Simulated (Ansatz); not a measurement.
# EuTe2: the cost of one run

Computed with Ansatz 0.2.0 (DFT PBE, scalar-relativistic, plane waves, PAW, unless a step's input says otherwise).

7 further runs of the same task are left out: 1 for a known fault of the program, 4 that didn't finish, 2 set aside as unsound or not needed.

## Step 1: The starting structure

Symmetry: Fm-3m, No. 225, cubic system. The conventional cell has a = 7.562 Å, b = 7.562 Å, c = 7.562 Å, α = 90.00°, β = 90.00°, γ = 90.00°. Around Eu (site symmetry m-3m) lie 8 Te at 3.27 Å. Around Te (site symmetry -43m) lie 4 Eu at 3.27 Å.

Coordinates:

```xyz
6
Lattice="0.0000 3.7809 3.7809 3.7809 0.0000 3.7809 7.5618 7.5618 0.0000" Properties=species:S:1:pos:R:3 pbc="T T T"
Eu    0.0000    0.0000    0.0000
Te    1.8904    1.8904    1.8904
Te    5.6713    5.6713    5.6713
Eu    3.7809    3.7809    0.0000
Te    5.6713    5.6713    1.8904
Te    9.4522    9.4522    5.6713
```

An earlier run at PBE left this cell at 36.032 Å³/atom and 0.02 GPa (8×8×4 mesh). The large moments point both ways and cancel.

The changes: atom 3 (Te) moved 0.02 Å along x; atom 4 (Eu) moved 0.02 Å along y; strain e1 = +0.01, atoms carried along; strain e4 = -0.01, atoms carried along.

## Step 2: Atom 3 (Te) moved 0.02 Å along x

input.yaml reads:

```yaml
crystal:
  lattice:
    - [0.0, 3.7808890461, 3.7808890461]
    - [3.7808890461, 0.0, 3.7808890461]
    - [7.5617780922, 7.5617780922, 0.0]
  atoms:
    - { symbol: Eu, position: [0.0, 0.0, 0.0], spin: 7.31 }
    - { symbol: Te, position: [0.25, 0.25, 0.125] }
    - { symbol: Te, position: [0.7473551194, 0.7526448806, 0.3763224403] }
    - { symbol: Eu, position: [0.0, 0.0, 0.5], spin: -7.31 }
    - { symbol: Te, position: [0.25, 0.25, 0.625] }
    - { symbol: Te, position: [0.75, 0.75, 0.875] }
basis:
  ecutwfc: 420
  ecutrho_ratio: 4
kpoints:
  mp_grid: { grid: [8, 8, 4] }
hamiltonian:
  xc: pbe
scf:
  occupations: { method: gaussian, width: 0.05 }
  lower_state_search: "off"
output:
  forces: true
  stress: true
  eigenvalues: true
  populations: true
  write_density: true
  write_potential: true
  elf: true
  volumetric_format: npy
magnetization:
  spin_polarized: true
checkpoint:
  read: start.run
  write: ck
  compress: false
  write_wavefunctions: false
  write_every: 100000
```

start.run holds the converged state of the cell before the atoms were moved.

Started as:

```bash
> ansatz run input.yaml --threads 2 --pin off --max-ram 2662MiB --backend cpu --events-out ev --progress --plain --runs-dir out
```

Q: Estimate wall time and peak memory on 2 threads of Intel Xeon 6975P-C (Granite Rapids), shared host.

About 63 s, with a peak of 1.7 GiB.
